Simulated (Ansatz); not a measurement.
# C₂H₃F₂GaSi: one species, many methods

One table from this session's results is given with a row withheld; the runs are named, their logs left out.

Computed with Ansatz 0.2.0, Gaussian basis. Level: functionals in def2-TZVPP, the program's frozen cores in correlated methods.

Plan: LDA (SPW92), PBE-D4, revPBE-D4, BLYP-D4, r2SCAN-D4, B97M-V, PBE0-D4, B3LYP-D4, r2SCANh-D4, r2SCAN0-D4, HSE06-D4, BHLYP-D4, CAM-B3LYP-D4, LC-ωPBE, ωB97X-V, ωB97M-V, B2PLYP, PBE-QIDH; CCSD(T)/def2-SVP; CCSD(T)/def2-TZVPP; MP2/def2-QZVPP; extrapolation to the limit; RPA on PBE.

## Structure used throughout

The geometry comes from an earlier relaxation with PBE0-D4 in a triple-zeta def2 set; it is a stationary point, not always the lowest conformer.

SMILES `C#C[Si](F)(F)[GaH2]`, 9 atoms, charge 0, spin multiplicity 1.

Atoms are counted from 1 here; the program's logs count them from 0.

Bond lengths: C1–C2 1.207 Å, C1–H7 1.067 Å, C2–Si3 1.820 Å, Si3–F4 1.593 Å, Si3–F5 1.593 Å, Si3–Ga6 2.419 Å, Ga6–H8 1.567 Å, Ga6–H9 1.567 Å. Angles: C2–C1–H7 178.9°, C1–C2–Si3 172.7°, C2–Si3–F4 107.8°, C2–Si3–F5 107.8°, C2–Si3–Ga6 110.8°, F4–Si3–F5 105.7°, F4–Si3–Ga6 112.3°, F5–Si3–Ga6 112.3°, Si3–Ga6–H8 120.0°, Si3–Ga6–H9 119.8°, H8–Ga6–H9 120.2°.

The first run:

The input, in.yaml:

```yaml
crystal:
  periodic: [false, false, false]
  atoms:
    - {symbol: C, position_ang: [1.331339, -2.155195, -0.327364]}
    - {symbol: C, position_ang: [0.942474, -1.032311, -0.539033]}
    - {symbol: Si, position_ang: [0.221224, 0.633056, -0.672694]}
    - {symbol: F, position_ang: [-0.433602, 0.764466, -2.119253]}
    - {symbol: F, position_ang: [1.417857, 1.684769, -0.643572]}
    - {symbol: Ga, position_ang: [-1.380701, 1.018349, 1.097827]}
    - {symbol: H, position_ang: [1.687092, -3.146129, -0.156685]}
    - {symbol: H, position_ang: [-2.885705, 0.633290, 0.888932]}
    - {symbol: H, position_ang: [-0.899979, 1.599716, 2.471852]}
basis:
  gaussian: {orbitals: def2-TZVPP}
hamiltonian: {xc: lda}
output: {orbitals: {seedname: orbitals}}
```

On the command line:

```console
$ ansatz run in.yaml --threads 4 --pin off --events-out ev --progress --plain --max-ram 10444MiB
```

Among the steps run: LDA; PBE-D4 (GGA); revPBE-D4 (GGA); BLYP-D4 (GGA); r2SCAN-D4 (meta-GGA); B97M-V (meta-GGA); B3LYP-D4 (hybrid); r2SCANh-D4 (hybrid); r2SCAN0-D4 (hybrid); HSE06-D4 (hybrid); BHLYP-D4 (hybrid); CAM-B3LYP-D4 (range-separated); LC-ωPBE (range-separated); ωB97X-V (range-separated); ωB97M-V (range-separated); B2PLYP (double hybrid); PBE-QIDH (double hybrid).

One table of the session follows, with a row left open; its other results are not shown here.

It belongs to the step «Orbital energies across the functionals». 

```
  functional  HOMO (eV)  LUMO (eV)  gap (eV)
 LDA (SPW92)      -6.94      -3.63      3.32
      PBE-D4      -6.80      -3.34      3.46
   revPBE-D4      -6.74      -3.21      3.53
     BLYP-D4      -6.68      -3.26      3.42
   r2SCAN-D4      -7.07      -3.14      3.93
      B97M-V      -7.11      -3.30      3.82
     PBE0-D4      -7.96      -2.55      5.41
    B3LYP-D4      -7.77      -2.80      4.97
  r2SCANh-D4      -7.49      -2.86      4.63
  r2SCAN0-D4      -8.13      -2.44      5.69
    HSE06-D4      -7.57      -2.92      4.65
    BHLYP-D4      -9.03      -1.78      7.26
CAM-B3LYP-D4          ?          ?         ?
     LC-ωPBE     -10.55      -0.44     10.11
     ωB97X-V     -10.21      -0.58      9.63
     ωB97M-V     -10.01      -0.79      9.22
```

Estimate the missing values for CAM-B3LYP-D4.

The run gave: HOMO (eV): -9.26; LUMO (eV): -1.62; gap (eV): 7.64. In the column «HOMO (eV)» it lies between ωB97M-V (-10.01) and BHLYP-D4 (-9.03).
